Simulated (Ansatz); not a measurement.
# KNiF3: the cost of one run

Program: Ansatz 0.2.0. Level of theory: DFT r²SCAN+U (U_eff = 2.5 eV on Ni d, around-mean-field double counting), plane waves, PAW. These are calculated values, not measurements.

The COD entry's cell or inner coordinates are ideal or old and differ from later refinements, so a difference from it is no clean test against experiment.

## Step 1: The structure to begin with

The structure is cubic, space group Pm-3m (No. 221). Conventional cell: a = 4.000 Å, b = 4.000 Å, c = 4.000 Å, α = 90.00°, β = 90.00°, γ = 90.00°. K (site symmetry m-3m) has 12 F at 2.83 Å as nearest neighbours. Ni (site symmetry m-3m) has 6 F at 2.00 Å as nearest neighbours. Around F (site symmetry 4/mmm) lie 2 Ni at 2.00 Å and 4 K at 2.83 Å.

As a file:

```
CELL_PARAMETERS angstrom
4.00000 0.00000 0.00000
0.00000 4.00000 0.00000
0.00000 0.00000 4.00000
ATOMIC_POSITIONS crystal
K 0.00000 0.00000 0.00000
Ni 0.50000 0.50000 0.50000
F 0.50000 0.50000 0.00000
F 0.00000 0.50000 0.50000
F 0.50000 0.00000 0.50000
```

Magnetic order typed: ferromagnetic.

An earlier series on this cell reached its lowest free state from «natural orbitals of the symmetric run, filled by rank», perhaps among other starts.

## Step 2: Random orbitals: single harmonics, second filling

Contents of input.yaml:

```yaml
crystal:
  lattice:
    - [4.0, 0.0, 0.0]
    - [0.0, 4.0, 0.0]
    - [0.0, 0.0, 4.0]
  atoms:
    - { symbol: K, position: [0.0, 0.0, 0.0] }
    - { symbol: Ni, position: [0.5, 0.5, 0.5], spin: 0.3 }
    - { symbol: F, position: [0.5, 0.5, 0.0] }
    - { symbol: F, position: [0.0, 0.5, 0.5] }
    - { symbol: F, position: [0.5, 0.0, 0.5] }
basis:
  ecutwfc: 500
  ecutrho_ratio: 4
kpoints:
  mp_grid: { grid: [5, 5, 5] }
hamiltonian:
  xc: r2scan
  hubbard:
    sites:
      - { site: 1, l: d, u_eff: 2.5, starting_ns: [{ spin: up, occupation_matrix: s1up }, { spin: down, occupation_matrix: s1down }] }
    double_counting: amf
    occupation_matrices:
      s1up:
        matrix:
          - [0.97, 0.0, 0.0, 0.0, 0.0]
          - [0.0, 0.97, 0.0, 0.0, 0.0]
          - [0.0, 0.0, 0.97, 0.0, 0.0]
          - [0.0, 0.0, 0.0, 0.02, 0.0]
          - [0.0, 0.0, 0.0, 0.0, 0.97]
      s1down:
        matrix:
          - [0.97, 0.0, 0.0, 0.0, 0.0]
          - [0.0, 0.02, 0.0, 0.0, 0.0]
          - [0.0, 0.0, 0.97, 0.0, 0.0]
          - [0.0, 0.0, 0.0, 0.97, 0.0]
          - [0.0, 0.0, 0.0, 0.0, 0.97]
    ns_hold: { iters: 12 }
scf:
  occupations: { method: gaussian, width: 0.05 }
  lower_state_search: "off"
  max_iter: 150
output:
  forces: true
  stress: true
  eigenvalues: true
  populations: true
  hubbard: { sites: [{ site: 1, l: d }] }
magnetization:
  spin_polarized: true
```

The typed matrices put 0.97 on the chosen orbitals and 0.02 on the others, and are held for 12 cycles.

The run is started by

```sh
> ansatz run input.yaml --threads 4 --pin off --max-ram 6144MiB --backend cpu --events-out ev --progress --plain --runs-dir out
```

What time and memory should one allow on 4 threads of Arm Neoverse V1, shared host?

About 17 s, with a peak of 0.61 GiB.
